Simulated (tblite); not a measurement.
# C5H7F3: the cost of one run

Computed with tblite 0.8.0 and PySCF 2.14.0, with density-fitted response routines of our own, on a single molecule, in the gas phase or a continuum. Atoms are numbered from 0 throughout.

## Step 1: The molecule as given

15 atoms, charge 0, multiplicity 1; geometry from: force field or distance geometry start.

Bonds of the start (Å): C0–C1 1.47, C1–C2 1.29, C2–C3 1.47, C3–F4 1.36, C3–F5 1.41, C1–C6 1.51, C6–F7 1.37, C0–H8 1.11, C0–H9 1.11, C0–H10 1.10, C2–H11 1.10, C3–H12 1.12, C6–H13 1.11, C6–H14 1.11.

## Step 2: Geometry optimisation with GFN2-xTB

The job: settings as JSON, then the geometry in Å.

```
{"job": {"kind": "relax", "xc": "GFN2-xTB", "basis": "xTB"}, "charge": 0, "multiplicity": 1}
C      0.389400    -1.345100    -0.496400
C      0.448200     0.035900     0.002300
C     -0.600700     0.760100     0.213400
C     -1.981600     0.319100    -0.054300
F     -2.117000    -0.832900    -0.764900
F     -2.652300     0.167400     1.178200
C      1.803200     0.628400     0.314700
F      1.733200     1.911500     0.786900
H     -0.308400    -1.908500     0.158600
H      1.369400    -1.839600    -0.318800
H      0.168300    -1.397800    -1.567900
H     -0.453500     1.780400     0.595700
H     -2.522600     1.162200    -0.552200
H      2.411600     0.541500    -0.610400
H      2.308300     0.025400     1.093200
```

The run is started by

```
OMP_NUM_THREADS=1 python probes_run.py task.json out
```

One launch serves the whole session: the jobs run in the order shown.

Q: Estimate the wall time and peak memory of this first job on 1 thread of Intel Xeon at 2.50GHz, shared host.

About 1.5 s, with a peak of 0.18 GiB.
